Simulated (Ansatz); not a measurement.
# Ag: the cost of one run

Computed with Ansatz 0.2.0 (DFT LDA, scalar-relativistic, unless a step's input says otherwise).

## Step 1: The starting structure

It takes space group Fm-3m (No. 225, cubic). Conventional cell: a = 4.086 Å, b = 4.086 Å, c = 4.086 Å, α = 90.00°, β = 90.00°, γ = 90.00°. Ag (site symmetry m-3m) has 12 Ag at 2.89 Å as nearest neighbours.

Structure file:

```
Ag
1.0
     0.00000    2.04310    2.04310
     2.04310    0.00000    2.04310
     2.04310    2.04310    0.00000
Ag
1
Direct
  0.00000 0.00000 0.00000
```

## Step 2: The deformed structure

Space group Fm-3m before, I4/mmm after.

## Step 3: LAPW, all electrons

Contents of input.yaml:

```yaml
crystal:
  lattice:
    - [0.0, 2.0431, 2.063531]
    - [2.0431, 0.0, 2.063531]
    - [2.0431, 2.0431, 0.0]
  atoms:
    - { symbol: Ag, position: [0.0, 0.0, 0.0] }
kpoints:
  mp_grid: { grid: [15, 15, 15] }
  band_path:
    path:
      - [0.0, 0.0, 0.0]
      - [0.0, 0.5, 0.5]
      - [0.25, 0.75, 0.5]
      - [0.0, 0.5, 0.0]
      - [0.0, 0.0, 0.0]
      - [0.5, 0.5, 0.0]
      - [0.3725370062, 0.6274629938, 0.0]
      - [-0.3725370062, 0.3725370062, 0.0]
      - [0.0, 0.0, 0.0]
    npoints: 5
scf:
  occupations: { method: fermi_dirac, width: 0.05 }
hamiltonian:
  xc: lda
  pseudopotentials: { kind: all_electron, lapw: { basis_error: 0.001 } }
output:
  forces: true
  stress: true
  eigenvalues: true
```

The run is started by

```
$ ansatz run input.yaml --threads 1 --pin off --max-ram 3072MiB --backend cpu --events-out ev --progress --plain --runs-dir out
```

What time and memory should one allow on 1 thread of Intel Xeon Platinum 8488C (Sapphire Rapids), shared host?

About 17 s, with a peak of 0.45 GiB.
